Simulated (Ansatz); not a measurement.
# CaP2Ru2: the cost of one run

All numbers are computed with the Python package of Ansatz 0.2.0. The levels of theory stand in the script.

## 1. Starting point

The structure is tetragonal, space group I4/mmm (No. 139). The conventional cell has a = 4.047 Å, b = 4.047 Å, c = 9.927 Å, α = 90.00°, β = 90.00°, γ = 90.00°. Around Ca (site symmetry 4/mmm) lie 10 P at 3.16 to 3.62 Å and 8 Ru at 3.20 Å. P (site symmetry 4mm) is surrounded by 4 Ru at 2.32 Å and 4 Ca at 3.16 Å. Ru (site symmetry -4m2) has 4 P at 2.32 Å as nearest neighbours.

The script reads POSCAR_cap2ru2:

```text
CaP2Ru2
1.0
  -2.02329769    2.02329769    4.96367055
   2.02329769   -2.02329769    4.96367055
   2.02329769    2.02329769   -4.96367055
Ca P Ru
1 2 2
Direct
   0.00000000    0.00000000    0.00000000
   0.63571140    0.63571140    0.00000000
   0.36428860    0.36428860    0.00000000
   0.75000000    0.25000000    0.50000000
   0.25000000    0.75000000    0.50000000
```

## 2. The code

The input, cap2ru2.py:

```python
"""Relaxed cell of CaP2Ru2 under several functionals."""

import warnings

import ansatz as az
from ase.io import read
import numpy as np

KSPACING = 0.25
FILLING = "methfessel_paxton"
FMAX = 0.01

def edges_and_angles(cell):
    cell = np.asarray(cell)
    a, b, c = np.linalg.norm(cell, axis=1)
    cosines = cell[1] @ cell[2] / (b * c), cell[0] @ cell[2] / (a * c), cell[0] @ cell[1] / (a * b)
    return (a, b, c, *np.degrees(np.arccos(cosines)))


def main() -> None:
    warnings.simplefilter("ignore", az.DeckWarning)

    atoms = read("POSCAR_cap2ru2", format="vasp")
    crystal = az.Crystal.from_ase(atoms)

    base = (
        crystal.calculation()
        .kpoints(spacing=KSPACING)
        .occupations(FILLING)
        .relax(cell=True, force_tolerance=FMAX)
    )

    levels = [("r2scan", "none"), ("r2scan", "rvv10"), ("lda", "none")]
    print("level            a       b       c    alpha   beta  gamma  V/atom  steps")
    for name, dispersion in levels:
        seen = []
        run = base.functional(name, dispersion=dispersion).session().plan()
        out = run.execute(on_event=lambda e: seen.append(e) if e["event"] == "relax_step" else None)
        cell = out.lattice.cell_ang
        label = name if dispersion == "none" else f"{name}+{dispersion}"
        print("{:13s} {:7.4f} {:7.4f} {:7.4f} {:6.2f} {:6.2f} {:6.2f}".format(label, *edges_and_angles(cell)), f"{abs(np.linalg.det(cell)) / len(out.lattice.sites):7.3f} {len(seen):5d}")


if __name__ == "__main__":
    main()
```

## 3. The input behind the calls

The package turns the script's settings into the engine's input (first run):

```yaml
crystal:
  lattice:
    - [-2.02329769, 2.02329769, 4.96367055]
    - [2.02329769, -2.02329769, 4.96367055]
    - [2.02329769, 2.02329769, -4.96367055]
  atoms:
    - { symbol: Ca, position: [0.0, 0.0, 0.0] }
    - { symbol: P, position: [0.6357114, 0.6357114, 0.0] }
    - { symbol: P, position: [0.3642886000000001, 0.3642886, 0.0] }
    - { symbol: Ru, position: [0.7500000000000001, 0.24999999999999994, 0.5] }
    - { symbol: Ru, position: [0.25, 0.75, 0.5] }
kpoints:
  mp_grid:
    kspacing: 0.25
hamiltonian:
  xc: r2scan
  dispersion: none
scf:
  occupations:
    method: methfessel_paxton
relax:
  f_tol: 0.01
  cell: {}
```

## 4. Launch

Started as:

```console
$ python cap2ru2.py
```

What time and memory should one allow on 1 thread of Arm Neoverse V1, shared host?

About 5.7 min, with a peak of 0.92 GiB.
